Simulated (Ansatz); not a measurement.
Working through an equation of state with a fit of NbRu, space group Pm-3m

With Ansatz 0.2.0, Python API.

At the Python prompt:
```pycon
>>> from dataclasses import dataclass
>>> import ansatz
>>> from ase.eos import EquationOfState
>>> from ase.units import GPa
>>> import numpy as np
>>> @dataclass(frozen=True)
... class RunConfig:
...     xc: str = "r2scan"
...     occupations: str = "cold"
...     smearing_width: float = 0.05
...     ecut: int = 600
...     kmesh: tuple[int, ...] = (7, 7, 7)
...
>>> opts = RunConfig()
>>> VECTORS = np.array([
...     [3.184, 0.0, 0.0],
...     [0.0, 3.184, 0.0],
...     [0.0, 0.0, 3.184],
... ])
>>> SITES = [
...     ("Nb", [0.0, 0.0, 0.0]),
...     ("Ru", [0.5, 0.5, 0.5]),
... ]
>>> def crystal_on(cell):
...     crystal = ansatz.Crystal(lattice=ansatz.Lattice.of(cell))
...     for symbol, position in SITES:
...         crystal = crystal.atom(symbol, position)
...     return crystal
...
>>> # scale the volume, keep shape and fractions
>>> volumes, energies, pressures = [], [], []
>>> for scale in np.linspace(0.95, 1.07, 5):
...     cell = VECTORS * scale ** (1 / 3)
...     base = (
...         crystal_on(cell).calculation()
...         .functional(opts.xc)
...         .occupations(opts.occupations, width=opts.smearing_width)  # fractional filling near the Fermi level
...         .basis(opts.ecut)  # plane waves up to this kinetic energy
...         .kpoints(*opts.kmesh)  # the mesh must be finer for metals
...         .stress()  # GPa
...     )
...     report = base.run().report
...     volumes.append(abs(np.linalg.det(cell)) / len(SITES))
...     energies.append(report["free_energy_ev"] / len(SITES))
...     pressures.append(np.trace(report["stress_gpa"]) / 3)
...     print(f"V = {volumes[-1]:8.4f} A^3/atom  F = {energies[-1]:.5f} eV/atom  P = {pressures[-1]:8.3f} GPa")
...
V =  15.3325 A^3/atom  F = -5227.38444 eV/atom  P =    6.911 GPa
V =  15.8167 A^3/atom  F = -5227.39271 eV/atom  P =   -1.231 GPa
V =  16.3009 A^3/atom  F = -5227.37813 eV/atom  P =   -8.241 GPa
V =  16.7850 A^3/atom  F = -5227.34409 eV/atom  P =  -14.118 GPa
V =  17.2692 A^3/atom  F = -5227.29372 eV/atom  P =  -19.078 GPa
>>> eos = EquationOfState(volumes, energies, eos="vinet")
>>> v0, e0, bulk = eos.fit()
>>> print(f"V0 = {v0:.4f} A^3/atom, E0 = {e0:.5f} eV/atom, B = {bulk / GPa:.1f} GPa")
V0 = 15.7373 A^3/atom, E0 = -5227.39304 eV/atom, B = 252.6 GPa
>>> eos.plot("eos.png")
<Axes: title={'center': 'vinet: E: -5227.393 eV, V: 15.737 Å$^3$, B: 252.574 GPa'}, xlabel='volume [Å$^3$]', ylabel='energy [eV]'>
```

A third-order Birch-Murnaghan fit through the 5 points (the script's own form differs a little) has its minimum at 15.74 Å³ an atom, 2.5 % below the typed cell, with a bulk modulus of 253 GPa and dB/dP = 4.5. From that minimum the energy rises by 8.6 meV an atom on the compressed side and 99.3 meV on the expanded side. The window is off centre, so dB/dP is rough.

Reading the output:
- Total energies depend on the potentials; only differences at equal settings carry meaning.
- The mesh is modest for a metal, so energies can be off by several to tens of meV an atom and pressures by half a GPa or more; differences at equal mesh fare better.
- This is a high-temperature or high-pressure form, not the ambient phase.
- Pressure is positive in compression.
- The structure is a deposited one; some such entries were measured under pressure or heat, so a shift against it needn't be the functional's error alone.
- The whole script took 12 s on 1 thread of Intel(R) Xeon(R) Platinum 8488C (Sapphire Rapids), on a shared host, peak memory 0.5 GiB.

(Lines on the test bed's own set-up are left out of the output.)
